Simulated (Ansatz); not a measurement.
Predict the output of the script below (Ansatz 0.2.0, Python API).

The script, `mnco_orders.py`:
```python
"""Magnetic orders of MnCo compared."""

import ansatz as az
import numpy as np

ECUT = 500
XC = "r2scan"
MAX_SCF = 80
MESH = (8, 8, 8)
FILLING = "cold"
WIDTH_EV = 0.05


def count_gap(report):
    # lowest empty less highest filled band, counting bands; zero where they overlap
    return max(report.get("gap_by_band_count_ev") or 0.0, 0.0)

CELL = [
    (2.8536, 0.0, 0.0),
    (0.0, 2.8536, 0.0),
    (0.0, 0.0, 2.8536),
]
ATOMS = [
    ("Mn", (0.0, 0.0, 0.0)),
    ("Co", (0.5, 0.5, 0.5)),
]


def ordered(moments):
    crystal = az.Crystal(lattice=az.Lattice.of(CELL))
    for (symbol, position), moment in zip(ATOMS, moments):
        crystal = crystal.atom(symbol, position, moment=moment or None)
    return crystal


def main() -> None:
    # starting moments in muB, one an atom
    orders = {
        "FM": [4.8, 3.0],
        "AFM": [4.8, -3.0],
    }

    rows = []
    for label, moments in orders.items():
        base = (
            ordered(moments).calculation()
            .accuracy("low")
            .basis(ECUT, xc_grid=2)
            .functional(XC)
            .scf(max_iterations=MAX_SCF, lower_state_search="off", algorithm="direct_min")
            .kpoints(*MESH, shift=0.5)
            .occupations(FILLING, width=WIDTH_EV)
            .spin("collinear")
            .band_table()
        )
        r = base.run().report
        rows.append((label, r["free_energy_ev"], r["magnetization_mub"], r["absolute_magnetization_mub"], max(abs(m) for m in r["site_moments_mub"]), count_gap(r)))
        print(label, "site moments:", [round(m, 2) for m in r["site_moments_mub"]])

    # the same cell with no spin polarisation
    plain = (
        ordered([0] * len(ATOMS)).calculation()
        .accuracy("low")
        .basis(ECUT, xc_grid=2)
        .functional(XC)
        .scf(max_iterations=MAX_SCF, lower_state_search="off", algorithm="direct_min")
        .kpoints(*MESH, shift=0.5)
        .occupations(FILLING, width=WIDTH_EV)
        .band_table()
    )
    r = plain.run().report
    rows.append(("NM", r["free_energy_ev"], 0.0, 0.0, 0.0, count_gap(r)))

    lowest = min(row[1] for row in rows)
    rows = [(row[0], 1000 * (row[1] - lowest) / 2, *row[2:]) for row in sorted(rows, key=lambda row: row[1])]
    for row in rows:
        print("; ".join(f"{name} = {round(v, 4) if isinstance(v, float) else v}" for name, v in zip(["order", "meV/magnetic atom", "net muB", "absolute muB", "largest site muB", "gap by band count eV"], row)))
    print("lowest of these starts:", rows[0][0])


if __name__ == "__main__":
    main()
```

Output of `python mnco_orders.py`:
```text
FM site moments: [3.06, 1.15]
RunWarning: the starting moments were not kept: 1 of 2 ended reversed and 1 kept their direction, counting a site from 0.1 of the cell's largest site moment. The largest reversed, site 1 (counted [...]
AFM site moments: [3.06, 1.15]
order = FM; meV/magnetic atom = 0.0; net muB = 4.1045; absolute muB = 4.5085; largest site muB = 3.0617; gap by band count eV = 0.0
order = AFM; meV/magnetic atom = 0.0; net muB = 4.1045; absolute muB = 4.5085; largest site muB = 3.0617; gap by band count eV = 0.0
order = NM; meV/magnetic atom = 1020.6479; net muB = 0.0; absolute muB = 0.0; largest site muB = 0.0; gap by band count eV = 0.0
lowest of these starts: FM
```
(Warnings from the package without file and line, shortened.)

In order of energy: ferromagnetic (+0.0 meV an atom, largest site moment 3.06 μB), ferromagnetic (+0.0 meV an atom, largest site moment 3.06 μB) and non-magnetic (+1020.6 meV an atom, largest site moment 0.00 μB). These are the states reached from the starts typed.

The settings weren't tested for convergence. The SCF didn't keep the moments it started from (some shrank, vanished or turned); what is printed is the state reached. The mesh is modest for a metal, so energies can be off by several to tens of meV an atom and pressures by half a GPa or more; differences at equal mesh fare better. A gap by band count of zero or less means overlapping bands, a metal. r2SCAN tends to overestimate the moments of itinerant magnets. This cell is a computed structure, which may not be the phase found in nature. Levels are Kohn-Sham eigenvalues on this mesh. Each row is the state reached from that start at the given structure, not necessarily the lowest of its order; other orders weren't tried. The whole script took 63 s on 1 thread of Arm Neoverse V1, on a shared host, peak memory 0.43 GiB.

(Lines on the test bed's own set-up are left out of the output.)
